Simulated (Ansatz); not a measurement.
# Te5W: a trial structure relaxed, part 2 of 2

The task: take a trial cell of Te5W to zero force and stress.

Ansatz 0.2.0; DFT PBE, scalar-relativistic, plane waves, PAW. Earlier steps stand in the parts before.

## Step 4: Relaxation on the finer mesh

The end of the coarse run is made exact in the group found at a tolerance of 0.06 Å and reduced to its primitive cell.

Input file input.yaml:

```yaml
crystal:
  lattice:
    - [0.0, 4.3588820062, 4.3588820062]
    - [4.3588820062, 0.0, 4.3588820062]
    - [4.3588820062, 4.3588820062, 0.0]
  atoms:
    - { symbol: Te, position: [0.75, 0.75, 0.75] }
    - { symbol: Te, position: [0.3739146094, 0.3739146094, 0.8782561719] }
    - { symbol: Te, position: [0.3739146094, 0.8782561719, 0.3739146094] }
    - { symbol: Te, position: [0.8782561719, 0.3739146094, 0.3739146094] }
    - { symbol: Te, position: [0.3739146094, 0.3739146094, 0.3739146094] }
    - { symbol: W, position: [0.0, 0.0, 0.0] }
basis:
  ecutwfc: 420
kpoints:
  mp_grid: { grid: [8, 8, 8] }
hamiltonian:
  xc: pbe
scf:
  occupations: { method: gaussian, width: 0.1 }
output:
  forces: true
  stress: true
  eigenvalues: true
relax:
  adjacent_minimum: "off"
  f_tol: 0.01
  max_steps: 80
  cell: { stress_tol: 0.05 }
```

The run is started by

```sh
$ ansatz run input.yaml --threads 1 --pin off --max-ram 2560MiB --backend cpu --events-out ev --progress --plain --runs-dir out
```

Standard output:

```text
Warning: RAYON_NUM_THREADS=1 ignored (pool sized by the plan → 1); use --threads N
Engine: ansatz 0.2.0, aarch64-unknown-linux-gnu
Pseudopotentials: kind: paw
Pseudopotential: Te, paw, valence charge 16, recommended cutoff 420 eV (normal), Te.paw.azcp
Pseudopotential: W, paw, valence charge 14, recommended cutoff 420 eV (normal), W.paw.azcp
Functional definition: PBE
  parameter kappa = 0.804
  parameter beta = 0.06672455060314922
  exchange = pbe_x(kappa = kappa, mu = beta*pi^2/3)
  correlation = pbe_c(beta = beta)
Crystal: 6 atoms, lattice volume = 165.636 Å³
Basis set: ecut = 420 eV, 3287 PW (Γ), exchange–correlation on 90×90×90 points (8 copies of the dense FFT grid, shifted against one another)
Bands: 57, of which v1, the nominal top of the filled ones, is band 47 counted from 1 (46 counted from 0)
Symmetry: 24 space group operations
Space group: F-43m (ITA 216), of the structure as read, at distance tolerance 5.5e-5 Å
k-points: 29 of 512 (time reversal used)
Non-local potential: Te, projectors of the file, l = 0: 2, l = 1: 2, l = 2: 2, l = 3: 2
Non-local potential: W, projectors of the file, l = 0: 3, l = 1: 2, l = 2: 2, l = 3: 1
PAW form: soft (Blöchl's): semilocal exchange-correlation on the pseudo side does not see the compensation charge
PAW one-centre angular grid: Te, 590 points (default); XC on 64 Gauss nodes
PAW one-centre angular grid: W, 590 points (default); XC on 64 Gauss nodes
Initial density: superposition of atomic densities (neutral atoms: chi_scale 0, normalization atom), corrected by the library's trained network
Initial wavefunctions: pseudopotential atomic-orbital guess
Functional: x = pbe(κ = 0.804, μ = 0.2195149727645171), c = pbe(β = 0.06672455060314922)
SCF iter   1: F=—  HF=-45275.943820 eV  |F-HF|=—  |Δ(HF+E_count)|=         —  Δρ=3.19e-3  dr2=5.34e-2  ethr=1.77e-3  ⟨swp⟩=9.4  Hψ=7720  notcnv=0
preconditioner: auto → Kerker (q_TF=auto, 2.482 Å⁻¹)  [metal: Δε(μ)=0.020 eV  Ē_g=6.942 eV  σ=0.100 eV  W_gap=0.11  n_scr=50 (ndim 8)  ℏωp=17.3 eV  f_vac=0.000  D(μ)=9.64/eV (n_scr^D=112)]
SCF iter   2: F=—  HF=-45275.941136 eV  |F-HF|=—  |Δ(HF+E_count)|=   2.68e-3  Δρ=2.13e-3  dr2=2.62e-2  ethr=5.68e-5  ⟨swp⟩=1.5  Hψ=1992  notcnv=0
SCF iter   3: F=—  HF=-45275.938334 eV  |F-HF|=—  |Δ(HF+E_count)|=   2.80e-3  Δρ=5.47e-4  dr2=1.41e-3  ethr=2.79e-5  ⟨swp⟩=2.0  Hψ=1853  notcnv=0
SCF iter   4: F=—  HF=-45275.938320 eV  |F-HF|=—  |Δ(HF+E_count)|=   1.44e-5  Δρ=1.37e-4  dr2=5.52e-5  ethr=1.50e-6  ⟨swp⟩=1.5  Hψ=1642  notcnv=0
SCF iter   5: F=—  HF=-45275.938376 eV  |F-HF|=—  |Δ(HF+E_count)|=   5.64e-5  Δρ=2.98e-5  dr2=1.57e-6  ethr=5.87e-8  ⟨swp⟩=2.0  Hψ=1918  notcnv=0
SCF iter   6: F=—  HF=-45275.938376 eV  |F-HF|=—  |Δ(HF+E_count)|=   1.81e-7  Δρ=8.71e-6  dr2=2.18e-7  ethr=1.67e-9  ⟨swp⟩=2.0  Hψ=2198  notcnv=0
SCF iter   7: F=-45275.938376 eV  HF=-45275.938376 eV  |F-HF|=6.72e-8  |Δ(HF+E_count)|=   2.54e-8  Δρ=3.97e-6  dr2=8.05e-8  ethr=1.06e-10  ⟨swp⟩=10.2  Hψ=6514  notcnv=0
SCF 1 converged in 7 iterations: F = -45275.938376 eV  dr2 = 8.05e-8
relax step   1: F+E_penalty+E_count = -45275.93837637 eV  Δ(F+E_penalty+E_count) = +0.000e0 eV  max|allowed force component| = 8.340e-3 eV/Å  Δτ_max = 0.0000 Å  P = -0.451 GPa  Ω = 165.636 Å³  (7 SCF iters, dr2 threshold 1.00e-7 eV, accepted)
Crystal: 6 atoms, lattice volume = 163.772 Å³
Basis set: ecut = 420 eV, 3143 PW (Γ), exchange–correlation on 90×90×90 points (8 copies of the dense FFT grid, shifted against one another)
Initial density: handed on by an earlier stage of this run
Initial wavefunctions: those handed on with the density
iter 1 solved again at ethr=3.22e-6 eV; its pass at ethr=3.10e-3 eV (dr2=3.02e-3 eV) is discarded
SCF iter   1: F=—  HF=-45275.940282 eV  |F-HF|=—  |Δ(HF+E_count)|=         —  Δρ=6.93e-4  dr2=3.16e-3  ethr=3.22e-6  ⟨swp⟩=2.0  Hψ=8326  notcnv=0
preconditioner: auto → Kerker (q_TF=auto, 2.487 Å⁻¹)  [metal: Δε(μ)=0.025 eV  Ē_g=6.984 eV  σ=0.100 eV  W_gap=0.14  n_scr=50 (ndim 8)  ℏωp=17.4 eV  f_vac=0.000  D(μ)=9.60/eV (n_scr^D=112)]
SCF iter   2: F=—  HF=-45275.940164 eV  |F-HF|=—  |Δ(HF+E_count)|=   1.18e-4  Δρ=3.59e-4  dr2=8.58e-4  ethr=3.22e-6  ⟨swp⟩=1.0  Hψ=1653  notcnv=0
SCF iter   3: F=—  HF=-45275.940123 eV  |F-HF|=—  |Δ(HF+E_count)|=   4.13e-5  Δρ=3.26e-5  dr2=1.88e-6  ethr=9.13e-7  ⟨swp⟩=1.0  Hψ=1653  notcnv=0
SCF iter   4: F=—  HF=-45275.940181 eV  |F-HF|=—  |Δ(HF+E_count)|=   5.81e-5  Δρ=8.85e-6  dr2=2.31e-7  ethr=2.00e-9  ⟨swp⟩=2.3  Hψ=2196  notcnv=0
iter 5 did not close the SCF: its close was put off for the readings that it lacked (scf_convergence_deferred on its scf_iter line)
SCF iter   5: F=-45275.940181 eV  HF=-45275.940181 eV  |F-HF|=1.66e-8  |Δ(HF+E_count)|=   4.24e-9  Δρ=3.02e-6  dr2=2.72e-8  ethr=2.46e-10  ⟨swp⟩=2.1  Hψ=2928  notcnv=0
SCF iter   6: F=-45275.940181 eV  HF=-45275.940181 eV  |F-HF|=3.06e-10  |Δ(HF+E_count)|=  8.59e-10  Δρ=8.72e-7  dr2=1.56e-9  ethr=2.89e-11  ⟨swp⟩=2.2  Hψ=5073  notcnv=0
SCF 2 converged in 6 iterations: F = -45275.940181 eV  dr2 = 1.56e-9
relax step   2: F+E_penalty+E_count = -45275.94018101 eV  Δ(F+E_penalty+E_count) = -1.805e-3 eV  max|allowed force component| = 5.335e-3 eV/Å  Δτ_max = 0.0022 Å  P = +0.213 GPa  Ω = 163.772 Å³  energy of the carried Pulay correction = +3.471e-4 eV  (6 SCF iters, dr2 threshold 5.09e-7 eV, accepted)
Crystal: 6 atoms, lattice volume = 164.365 Å³
Basis set: ecut = 420 eV, 3215 PW (Γ), exchange–correlation on 90×90×90 points (8 copies of the dense FFT grid, shifted against one another)
iter 1 solved again at ethr=3.99e-7 eV; its pass at ethr=3.10e-3 eV (dr2=3.75e-4 eV) is discarded
SCF iter   1: F=—  HF=-45275.940441 eV  |F-HF|=—  |Δ(HF+E_count)|=         —  Δρ=2.27e-4  dr2=3.40e-4  ethr=3.99e-7  ⟨swp⟩=2.0  Hψ=7352  notcnv=0
preconditioner: auto → Kerker (q_TF=auto, 2.486 Å⁻¹)  [metal: Δε(μ)=0.031 eV  Ē_g=6.969 eV  σ=0.100 eV  W_gap=0.17  n_scr=50 (ndim 8)  ℏωp=17.4 eV  f_vac=0.000  D(μ)=9.70/eV (n_scr^D=112)]
SCF iter   2: F=—  HF=-45275.940436 eV  |F-HF|=—  |Δ(HF+E_count)|=   5.16e-6  Δρ=1.17e-4  dr2=9.14e-5  ethr=3.61e-7  ⟨swp⟩=1.0  Hψ=1653  notcnv=0
SCF iter   3: F=—  HF=-45275.940470 eV  |F-HF|=—  |Δ(HF+E_count)|=   3.42e-5  Δρ=1.12e-5  dr2=2.21e-7  ethr=9.73e-8  ⟨swp⟩=1.0  Hψ=1653  notcnv=0
iter 4 did not close the SCF: its close was put off for the readings that it lacked (scf_convergence_deferred on its scf_iter line)
SCF iter   4: F=-45275.940470 eV  HF=-45275.940470 eV  |F-HF|=2.46e-8  |Δ(HF+E_count)|=   3.11e-9  Δρ=3.20e-6  dr2=2.36e-8  ethr=2.35e-10  ⟨swp⟩=3.1  Hψ=3736  notcnv=0
iter 5 did not close the SCF: its close was put off for the readings that it lacked (scf_convergence_deferred on its scf_iter line)
SCF iter   5: F=-45275.940470 eV  HF=-45275.940470 eV  |F-HF|=8.22e-10  |Δ(HF+E_count)|=   1.03e-8  Δρ=1.31e-6  dr2=3.96e-9  ethr=2.51e-11  ⟨swp⟩=2.0  Hψ=2805  notcnv=0
SCF iter   6: F=-45275.940470 eV  HF=-45275.940470 eV  |F-HF|=5.82e-10  |Δ(HF+E_count)|=  9.24e-10  Δρ=5.17e-7  dr2=9.29e-10  ethr=4.21e-12  ⟨swp⟩=2.4  Hψ=5331  notcnv=0
SCF 3 converged in 6 iterations: F = -45275.940470 eV  dr2 = 9.29e-10
relax step   3: F+E_penalty+E_count = -45275.94047004 eV  Δ(F+E_penalty+E_count) = -2.890e-4 eV  max|allowed force component| = 3.458e-4 eV/Å  Δτ_max = 0.0008 Å  P = -0.003 GPa  Ω = 164.365 Å³  energy of the carried Pulay correction = +2.362e-4 eV  (6 SCF iters, dr2 threshold 1.13e-7 eV, accepted)
Initial wavefunctions: pseudopotential atomic-orbital guess (no wavefunctions were taken with the density)
iter 1 solved again at ethr=7.22e-7 eV; its pass at ethr=3.10e-3 eV (dr2=6.79e-4 eV) is discarded
SCF iter   1: F=—  HF=-45275.940181 eV  |F-HF|=—  |Δ(HF+E_count)|=         —  Δρ=8.70e-6  dr2=2.25e-8  ethr=7.22e-7  ⟨swp⟩=3.0  Hψ=11383  notcnv=0
eigensolver tolerance schedule: the retry pair's looser diagonalisation over-reported the residual by 30204.94 of it (diagonalisation noise at an unbounded share of the residual, at the tolerance the schedule requests for it); recorded, not acted on — ethr = c·dr2/N_el stays at c = 1.0e-1
preconditioner: auto → Kerker (q_TF=auto, 2.486 Å⁻¹)  [metal: Δε(μ)=0.030 eV  Ē_g=6.968 eV  σ=0.100 eV  W_gap=0.17  n_scr=50 (ndim 8)  ℏωp=17.4 eV  f_vac=0.000  D(μ)=9.69/eV (n_scr^D=112)]
SCF iter   2: F=—  HF=-45275.940225 eV  |F-HF|=—  |Δ(HF+E_count)|=   4.42e-5  Δρ=4.80e-6  dr2=7.28e-9  ethr=2.39e-11  ⟨swp⟩=4.0  Hψ=4024  notcnv=0
SCF iter   3: F=—  HF=-45275.940225 eV  |F-HF|=—  |Δ(HF+E_count)|=   6.10e-9  Δρ=1.04e-6  dr2=6.43e-10  ethr=7.74e-12  ⟨swp⟩=2.1  Hψ=2737  notcnv=0
iter 4 did not close the SCF: its close was put off for the readings that it lacked (scf_convergence_deferred on its scf_iter line)
SCF iter   4: F=-45275.940225 eV  HF=-45275.940225 eV  |F-HF|=3.64e-11  |Δ(HF+E_count)|=  2.04e-10  Δρ=1.95e-7  dr2=5.41e-11  ethr=1.00e-12  ⟨swp⟩=2.2  Hψ=2157  notcnv=0
iter 5 did not close the SCF: its close was put off for the readings that it lacked (scf_convergence_deferred on its scf_iter line)
SCF iter   5: F=-45275.940225 eV  HF=-45275.940225 eV  |F-HF|=1.46e-11  |Δ(HF+E_count)|=  2.91e-11  Δρ=4.72e-8  dr2=5.15e-12  ethr=1.00e-12  ⟨swp⟩=1.0  Hψ=1653  notcnv=0
iter 6 did not close the SCF: its close was put off for the readings that it lacked (scf_convergence_deferred on its scf_iter line)
SCF iter   6: F=-45275.940225 eV  HF=-45275.940225 eV  |F-HF|=1.46e-11  |Δ(HF+E_count)|=    0.00e0  Δρ=1.45e-8  dr2=3.39e-13  ethr=1.00e-12  ⟨swp⟩=1.0  Hψ=1653  notcnv=0
iter 7 did not close the SCF: its close was put off for the readings that it lacked (scf_convergence_deferred on its scf_iter line)
SCF iter   7: F=-45275.940225 eV  HF=-45275.940225 eV  |F-HF|=2.18e-11  |Δ(HF+E_count)|=  1.46e-11  Δρ=6.02e-9  dr2=7.78e-14  ethr=1.00e-12  ⟨swp⟩=1.0  Hψ=1653  notcnv=0
SCF iter   8: F=-45275.940225 eV  HF=-45275.940225 eV  |F-HF|=7.28e-12  |Δ(HF+E_count)|=  2.18e-11  Δρ=1.41e-9  dr2=4.95e-15  ethr=1.00e-12  ⟨swp⟩=2.9  Hψ=4387  notcnv=0
SCF 4 converged in 8 iterations: F = -45275.940225 eV  dr2 = 4.95e-15
relax step   4: F+E_penalty+E_count = -45275.94022476 eV  Δ(F+E_penalty+E_count) = +2.453e-4 eV  max|allowed force component| = 3.504e-4 eV/Å  Δτ_max = 0.0000 Å  P = -0.003 GPa  Ω = 164.365 Å³  stress off target by 2.76e-3 GPa  SCF on the basis re-selected at this cell (its energy is not comparable with the rows above)  (8 SCF iters)
basis re-selected at this cell: Δ(F+E_penalty+E_count) = +2.453e-4 eV, ΔP = +0.000 GPa vs the last step (what re-selecting the basis moved, of the pressure what is left beyond the Pulay correction that the steps carried, after the strain that the cell walked since its last selection, with what the two solves' SCF thresholds leave and, on support functions, any second-order correction that the steps lacked; it is no measure of the basis error at this ecutwfc). This SCF's stress stands 2.76e-3 GPa from its target on what of the cell is left free (relax.cell.stress_tol is 5.00e-2 GPa) and its largest allowed force component is 3.50e-4 eV/Å (relax.f_tol is 1.00e-2 eV/Å): within both
SCF converged after 8 iterations
Free energy (F): -45275.940225 eV
Harris-Foulkes:  -45275.940225 eV  (|F-HF|=7.28e-12)
Internal energy: -45275.891777 eV  (E = F + TS)
E sigma→0 (E₀):  -45275.916001 eV
Entropy (-TS):   -0.048448 eV (-8.075 meV/atom)
Fermi energy:    12.122969 eV
--- Per-component energies (eV) ---
  E_band       = -1312.009438
  E_kinetic    = 1345.688505
  E_local      = -6233.286340  (includes V_loc(G=0)·N_el)
  E_nonlocal   = -1548.135798
  E_hartree    = 3948.797639
  E_xc         = -883.237911
  E_vxc        = -752.654285  (∫ρ·V_xc dr)
  E_paw        = -31872.298029  (= ΣΔE_a)
  E_vpaw       = -2021.215817  (= ΣTr[D̂ρ^β])
  E_aug_tail   = -0.000983  (compensation charges beyond the density's cutoff)
  E_ewald      = -10033.418861
  E_smearing   = -0.048448  (= −TS)
  E_closure    = 0.000000  (closes the sum)
  Σ components = -45275.940225   (vs F -45275.940225, Δ=0.00e0)
--- Forces (eV/Å), atoms counted from 1 ---
  atom   1  Te    -0.00000000     0.00000000     0.00000000
  atom   2  Te    -0.00035043    -0.00035043     0.00035043
  atom   3  Te    -0.00035043     0.00035043    -0.00035043
  atom   4  Te     0.00035043    -0.00035043    -0.00035043
  atom   5  Te     0.00035043     0.00035043     0.00035043
  atom   6  W     -0.00000000    -0.00000000    -0.00000000
  max |Σ_I F_I| component: 3.86e-17 eV/Å
--- Stress (GPa, compression-positive) ---
       -0.002761       0.000000       0.000000
        0.000000      -0.002761       0.000000
        0.000000       0.000000      -0.002761
  P = ⅓ Tr σ = -0.0028 GPa (-0.028 kbar)
--- Band table (eV; the first three rows and the last of 29) ---
  k-point 0: bands = ["-62.5777", "-26.7427", "-26.7427", "-26.7427", "-25.6956", "-25.6627", "-25.6627", "-25.6627", "-25.6573", "-25.6573", "-25.5918", "-25.5918", "-25.5918", "-25.5735", "-25.5735", "-25.5735", "-25.5705", "-25.5705", "-25.5705", "-25.5583", "-25.5583", "-25.5388", "-25.5388", "-25.5388", "-24.8423", "-24.8423", "-24.8390", "-24.8390", "-24.8390", "-2.5997", "1.5387", "1.5387", "1.5387", "1.6224", "4.1997", "6.3394", "6.3394", "6.3394", "7.8816", "7.8816", "10.1168", "10.1168", "10.1168", "10.7954", "12.3005", "12.3005", "12.3005", "12.6554", "12.6554", "13.7255", "13.7255", "13.7255", "14.4899", "14.4899", "14.4899", "17.6893", "17.6893"]
  k-point 1: bands = ["-62.5777", "-26.7427", "-26.7427", "-26.7427", "-25.6932", "-25.6617", "-25.6612", "-25.6612", "-25.6550", "-25.6550", "-25.5950", "-25.5921", "-25.5921", "-25.5737", "-25.5732", "-25.5732", "-25.5718", "-25.5718", "-25.5705", "-25.5586", "-25.5586", "-25.5412", "-25.5412", "-25.5388", "-24.8423", "-24.8423", "-24.8390", "-24.8390", "-24.8390", "-2.5283", "1.1347", "1.5154", "1.5154", "1.6543", "4.5235", "6.4322", "6.4322", "6.5603", "7.8778", "7.8778", "9.6905", "10.2425", "10.2425", "11.3430", "12.2156", "12.2156", "12.4424", "12.5966", "12.5966", "13.4474", "13.4474", "13.7414", "13.8137", "14.5115", "14.5115", "17.0517", "17.5577"]
  k-point 2: bands = ["-62.5777", "-26.7427", "-26.7427", "-26.7427", "-25.6876", "-25.6599", "-25.6599", "-25.6578", "-25.6457", "-25.6457", "-25.6041", "-25.5934", "-25.5934", "-25.5775", "-25.5775", "-25.5742", "-25.5706", "-25.5706", "-25.5705", "-25.5593", "-25.5593", "-25.5468", "-25.5468", "-25.5388", "-24.8423", "-24.8423", "-24.8390", "-24.8390", "-24.8390", "-2.3239", "0.4338", "1.4612", "1.4612", "1.6119", "5.0719", "6.6233", "6.6233", "7.1775", "7.9882", "7.9882", "9.5027", "10.4380", "10.4380", "11.6447", "11.9342", "11.9342", "12.2241", "12.4828", "12.4828", "12.8772", "12.8772", "13.4156", "13.7806", "14.7809", "14.7809", "15.8792", "17.2177"]
  k-point 28: bands = ["-62.5777", "-26.7427", "-26.7426", "-26.7426", "-25.6613", "-25.6567", "-25.6502", "-25.6493", "-25.6233", "-25.6220", "-25.6186", "-25.6154", "-25.5944", "-25.5922", "-25.5850", "-25.5848", "-25.5698", "-25.5689", "-25.5634", "-25.5619", "-25.5607", "-25.5587", "-25.5521", "-25.5517", "-24.8423", "-24.8423", "-24.8390", "-24.8389", "-24.8389", "-1.2336", "-1.0399", "0.6235", "1.1568", "1.8741", "6.6680", "6.8765", "6.9160", "8.6544", "8.9375", "9.1844", "9.3930", "9.4227", "10.2564", "11.3389", "11.6498", "11.7600", "12.0184", "12.0223", "12.1613", "12.4518", "12.5338", "12.7158", "13.3160", "13.3419", "13.8537", "15.4669", "17.0629"]
--- Relaxed structure (3 steps of the walk, 3 accepted, 1 SCFs on fresh bases) ---
  F+E_penalty+E_count = -45275.94022476 eV   max|allowed force component| = 3.504e-4 eV/Å   (the final SCF, on the basis selected at the relaxed cell)
  cell:  # Å, volume = 164.3651 Å³
    - [-2.050887243240474e-33, 4.347703059051203, 4.347703059051203]
    - [4.347703059051203, -3.9871286157408e-33, 4.347703059051203]
    - [4.347703059051203, 4.347703059051203, -9.68120686250162e-33]
  atoms:
    - { symbol: Te, position: [0.7499999999999999, 0.7499999999999999, 0.7499999999999999] }
    - { symbol: Te, position: [0.37400363270048387, 0.37400363270048387, 0.8779891018985482] }
    - { symbol: Te, position: [0.37400363270048387, 0.8779891018985482, 0.37400363270048387] }
    - { symbol: Te, position: [0.8779891018985482, 0.37400363270048387, 0.37400363270048387] }
    - { symbol: Te, position: [0.37400363270048387, 0.37400363270048387, 0.37400363270048387] }
    - { symbol: W, position: [-1.1400308496896655e-20, 9.327525133824499e-21, -1.0363916815362473e-21] }
```

It took 94 s on 1 thread of Arm Neoverse V2, shared host; peak memory 0.51 GiB.

The steps of the relaxation:

| step | E - E(step 1) (eV/cell) | largest force component (eV/Å) | pressure (GPa) | volume (Å³) |
| --- | --- | --- | --- | --- |
| 1 | 0.0000 | 0.0083 | -0.45 | 165.64 |
| 2 | -0.0018 | 0.0053 | 0.21 | 163.77 |
| 3 | -0.0021 | 0.0003 | 0.00 | 164.37 |
| 4 | -0.0018 | 0.0003 | 0.00 | 164.37 |

Step 1 is the start. Step 4 repeats the geometry before it on a plane-wave basis chosen anew for that cell, so its energy need not be comparable with the rows above.

Lengths and angles in the start's conventional setting:

|  | before | after | change |
| --- | --- | --- | --- |
| a (Å) | 8.718 | 8.695 | -0.3 % |
| b (Å) | 8.718 | 8.695 | -0.3 % |
| c (Å) | 8.718 | 8.695 | -0.3 % |
| volume (Å³/atom) | 27.61 | 27.39 | -0.8 % |
| shortest distance (Å) | 3.055 | 3.050 | -0.2 % |
| space group (0.01 Å) | F-43m | F-43m | same |

Forces and stress were held to the start's 24 operations: a distortion of lower symmetry was not tested.

## Step 5: Variant: occupations.method tetrahedron_uncorrected, n_extra_bands 8, width left out

Input file input.yaml:

```yaml
crystal:
  lattice:
    - [0.0, 4.3477030591, 4.3477030591]
    - [4.3477030591, 0.0, 4.3477030591]
    - [4.3477030591, 4.3477030591, 0.0]
  atoms:
    - { symbol: Te, position: [0.75, 0.75, 0.75] }
    - { symbol: Te, position: [0.3740036327, 0.3740036327, 0.8779891019] }
    - { symbol: Te, position: [0.3740036327, 0.8779891019, 0.3740036327] }
    - { symbol: Te, position: [0.8779891019, 0.3740036327, 0.3740036327] }
    - { symbol: Te, position: [0.3740036327, 0.3740036327, 0.3740036327] }
    - { symbol: W, position: [0.0, 0.0, 0.0] }
basis:
  ecutwfc: 420
kpoints:
  mp_grid: { grid: [8, 8, 8] }
hamiltonian:
  xc: pbe
scf:
  occupations: { method: tetrahedron_uncorrected }
  n_extra_bands: 8
output:
  forces: true
  eigenvalues: true
  stress: true
```

The run is started by

```sh
$ ansatz run input.yaml --threads 1 --pin off --max-ram 2560MiB --backend cpu --events-out ev --progress --plain --runs-dir out
```

Standard output, shortened:

```text
Warning: RAYON_NUM_THREADS=1 ignored (pool sized by the plan → 1); use --threads N
scf.n_extra_bands = 8 over 47 filled bands (N_el = 94.0): the run solves 55 bands
[...]
[... 4 set-up lines as earlier in the session ...]
[...]
Crystal: 6 atoms, lattice volume = 164.365 Å³
Basis set: ecut = 420 eV, 3215 PW (Γ), exchange–correlation on 90×90×90 points (8 copies of the dense FFT grid, shifted against one another)
Bands: 55, of which v1, the nominal top of the filled ones, is band 47 counted from 1 (46 counted from 0)
[... 2 set-up lines as earlier in the session ...]
k-points: 29 of 512 (time reversal used)
[...]
SCF iter   8: F=-45275.885647 eV  HF=-45275.885647 eV  |F-HF|=1.24e-8  |Δ(HF+E_count)|=   1.14e-8  Δρ=2.72e-6  dr2=2.43e-8  ethr=1.06e-10  ⟨swp⟩=6.2  Hψ=5717  notcnv=0
[...]
SCF converged after 8 iterations
Free energy (F): -45275.885647 eV
[...]
E sigma→0 (E₀):  -45275.885647 eV
Entropy (-TS):   -0.000227 eV (-0.038 meV/atom)
Fermi energy:    12.119231 eV
[...]
--- Forces (eV/Å), atoms counted from 1 ---
  atom   1  Te    -0.00000000     0.00000000    -0.00000000
  atom   2  Te     0.00032017     0.00032017    -0.00032017
  atom   3  Te     0.00032017    -0.00032017     0.00032017
  atom   4  Te    -0.00032017     0.00032017     0.00032017
  atom   5  Te    -0.00032017    -0.00032017    -0.00032017
  atom   6  W     -0.00000000     0.00000000    -0.00000000
[...]
--- Stress (GPa, compression-positive) ---
        0.024334      -0.000000       0.000000
        0.000000       0.024334      -0.000000
        0.000000      -0.000000       0.024334
  P = ⅓ Tr σ = 0.0243 GPa (0.243 kbar)
--- Band table (eV; the first three rows and the last of 29) ---
[...]
```

Run time: 18 s. Hardware: 1 thread of Arm Neoverse V2, shared host; peak memory 0.48 GiB.

```tsv
run	ending	energy change	pressure (GPa)	gap (eV)	force (eV/Å)	cycles	time
step 4	converged	0	0.0	0.00	0.00	-	94 s
variant	converged	+5.1 meV/atom (σ→0)	0.0	0.00	0.00	8	18 s
```

Changing the smearing and band count moves the energy by +5.1 meV/atom (σ→0 values).

## Step 6: Summary of results

This closing draws on all 2 parts. Changes of volume or cell count from the first structure of part 1.

```
                              quantity                                                                      value
symmetry at the end (tolerance 0.05 Å)                                                space group F-43m (No. 216)
                     conventional cell  a = 8.695 Å, b = 8.695 Å, c = 8.695 Å, α = 90.00°, β = 90.00°, γ = 90.00°
                                volume                                                              27.39 Å³/atom
              energy over the elements                                                              +1.45 eV/atom
                       gap on the mesh                                                               none (metal)
```

What this shows: The space group F-43m (No. 216) is kept, and the volume per atom shrinks by 13.9 % from the first guess. With a positive formation energy it can't be a ground state. No finished test with a distortion of lower symmetry is shown, so the end may be a saddle point. Spin-orbit coupling is left out for Te, W.
